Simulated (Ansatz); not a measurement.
**CH₄BClSi: basis-set convergence**

An exercise on one series of results from a longer session: the logs are not shown, and one member is left open.

Computed with Ansatz 0.2.0, Gaussian basis. Level: one geometry, several basis sets.

Plan: PBE0-D4/def2-SVP; ωB97M-V/def2-SVP; PBE0-D4/def2-QZVPP; ωB97M-V/def2-QZVPP; the functionals' def2-TZVPP values are taken from earlier runs.

### The geometry

The geometry comes from an earlier relaxation with PBE0-D4 in a triple-zeta def2 set; it is a stationary point, not always the lowest conformer.

8 atoms, charge 0, spin multiplicity 1.

Atoms are counted from 1 here; the program's logs count them from 0.

Bond lengths: Cl1–B2 1.726 Å, B2–C3 1.512 Å, B2–Si4 1.928 Å, C3–Si4 1.958 Å, C3–H5 1.094 Å, C3–H6 1.088 Å, Si4–H7 1.480 Å, Si4–H8 1.484 Å. Angles: Cl1–B2–C3 134.9°, Cl1–B2–Si4 146.0°, C3–B2–Si4 68.1°, B2–C3–Si4 66.1°, B2–C3–H5 116.4°, B2–C3–H6 124.4°, Si4–C3–H5 95.4°, Si4–C3–H6 134.9°, H5–C3–H6 111.6°, B2–Si4–C3 45.8°, B2–Si4–H7 125.6°, B2–Si4–H8 121.7°, C3–Si4–H7 108.5°, C3–Si4–H8 122.6°, H7–Si4–H8 112.3°.

Geometry (Å):

```xyz
8

Cl   -2.59980    0.94377    0.06662
B    -0.97588    0.44635   -0.24063
C     0.37201    0.76617    0.36625
Si    0.24181   -1.04300   -0.37024
H     1.14903    1.10360   -0.32670
H     0.51441    1.18148    1.36141
H     1.29347   -1.20898   -1.39816
H     0.09714   -2.24639    0.48585
```

Set-up of the first run:

in.yaml

```yaml
crystal:
  periodic: [false, false, false]
  atoms:
    - {symbol: Cl, position_ang: [-2.599800, 0.943767, 0.066621]}
    - {symbol: B, position_ang: [-0.975875, 0.446348, -0.240634]}
    - {symbol: C, position_ang: [0.372013, 0.766173, 0.366250]}
    - {symbol: Si, position_ang: [0.241811, -1.043001, -0.370238]}
    - {symbol: H, position_ang: [1.149032, 1.103601, -0.326701]}
    - {symbol: H, position_ang: [0.514411, 1.181482, 1.361411]}
    - {symbol: H, position_ang: [1.293466, -1.208976, -1.398157]}
    - {symbol: H, position_ang: [0.097139, -2.246392, 0.485849]}
basis:
  gaussian: {orbitals: def2-SVP}
hamiltonian: {xc: pbe0, dispersion: d4}
output: {orbitals: {seedname: orbitals}}
```

Command:

```console
$ ansatz run in.yaml --threads 2 --pin off --events-out ev --progress --plain --max-ram 4352MiB
```

Among the steps run: PBE0-D4 in def2-SVP; ωB97M-V in def2-SVP; PBE0-D4 in def2-QZVPP; ωB97M-V in def2-QZVPP.

One of the session's tables, all rows but one given; the rest of the session is left out.

It belongs to the step «Density functionals: the series». 

```
functional       basis  HOMO (eV)  LUMO (eV)
   PBE0-D4    def2-SVP          ?          ?
   PBE0-D4  def2-TZVPP      -6.85      -1.78
   PBE0-D4  def2-QZVPP      -6.87      -1.81
   ωB97M-V    def2-SVP      -8.83       0.43
   ωB97M-V  def2-TZVPP      -8.92       0.25
   ωB97M-V  def2-QZVPP      -8.94       0.19
```

**Question.** Estimate the row for PBE0-D4, def2-SVP.

The run gave: HOMO (eV): -6.79; LUMO (eV): -1.66. In the column «HOMO (eV)» it is the highest.
